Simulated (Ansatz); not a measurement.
**C2H5FZn: a ladder of functionals and wavefunction methods**

One table from this session's results is given with a row withheld; the runs are named, their logs left out.

The runs use Ansatz 0.2.0, Gaussian basis; functionals in def2-TZVPP, the program's frozen cores in correlated methods.

The runs, in order: PBE-D4, r2SCAN-D4, PBE0-D4, B3LYP-D4, ωB97X-V, ωB97M-V, B2PLYP; CCSD(T)/def2-TZVPP; MP2/def2-QZVPP; extrapolation to the limit.

## Structure used throughout

The geometry comes from an earlier relaxation with PBE0-D4 in a triple-zeta def2 set; it is a stationary point, not always the lowest conformer.

SMILES `C[CH](F)[ZnH]`, 9 atoms, charge 0, spin multiplicity 1.

Atoms are counted from 1 here; the program's logs count them from 0.

Bond lengths: C1–C2 1.510 Å, C1–H5 1.092 Å, C1–H6 1.094 Å, C1–H7 1.095 Å, C2–F3 1.415 Å, C2–Zn4 1.981 Å, C2–H8 1.097 Å, Zn4–H9 1.543 Å. Angles: C2–C1–H5 112.1°, C2–C1–H6 109.8°, C2–C1–H7 111.0°, H5–C1–H6 107.9°, H5–C1–H7 107.9°, H6–C1–H7 107.9°, C1–C2–F3 108.2°, C1–C2–Zn4 116.6°, C1–C2–H8 109.0°, F3–C2–Zn4 106.3°, F3–C2–H8 105.4°, Zn4–C2–H8 110.6°, C2–Zn4–H9 178.7°.

The first run:

in.yaml

```yaml
crystal:
  periodic: [false, false, false]
  atoms:
    - {symbol: C, position_ang: [0.747153, 0.594890, -0.643253]}
    - {symbol: C, position_ang: [0.180934, -0.553661, 0.156200]}
    - {symbol: F, position_ang: [-0.036289, -1.640545, -0.722991]}
    - {symbol: Zn, position_ang: [-1.541706, -0.229800, 1.078617]}
    - {symbol: H, position_ang: [0.038362, 0.967502, -1.386362]}
    - {symbol: H, position_ang: [0.999572, 1.423795, 0.025196]}
    - {symbol: H, position_ang: [1.660171, 0.295431, -1.168779]}
    - {symbol: H, position_ang: [0.939416, -0.901508, 0.867672]}
    - {symbol: H, position_ang: [-2.899215, -0.002405, 1.776601]}
basis:
  gaussian: {orbitals: def2-TZVPP}
hamiltonian: {xc: pbe, dispersion: d4}
output: {forces: true, orbitals: {seedname: orbitals}}
```

Command:

```bash
> ansatz run in.yaml --threads 4 --pin off --events-out ev --progress --plain --max-ram 10444MiB
```

Steps of the session up to this table: PBE-D4 (GGA); r2SCAN-D4 (meta-GGA); PBE0-D4 (hybrid); B3LYP-D4 (hybrid); ωB97X-V (range-separated); ωB97M-V (range-separated); B2PLYP (double hybrid); CCSD(T) in def2-TZVPP; MP2 in def2-QZVPP.

One table of the session follows, with a row left open; its other results are not shown here.

```
            method  atomisation energy (eV)
            PBE-D4                        ?
         r2SCAN-D4                   30.700
           PBE0-D4                   30.574
          B3LYP-D4                   30.336
           ωB97X-V                   30.639
           ωB97M-V                   30.561
            B2PLYP                   30.097
     HF/def2-TZVPP                   22.167
    MP2/def2-TZVPP                   30.232
   CCSD/def2-TZVPP                   29.300
CCSD(T)/def2-TZVPP                   29.723
           MP2/CBS                   30.919
       CCSD(T)/CBS                   30.410
```

Estimate the missing values for PBE-D4.

As computed: atomisation energy (eV): 31.108. In the column «atomisation energy (eV)» it is the highest.

Limits of these values: Free atoms (2 C, 1 F, 1 Zn, 5 H) were run apart at each level; the atomisation energy is their sum less the molecule, without zero-point or spin-orbit terms.
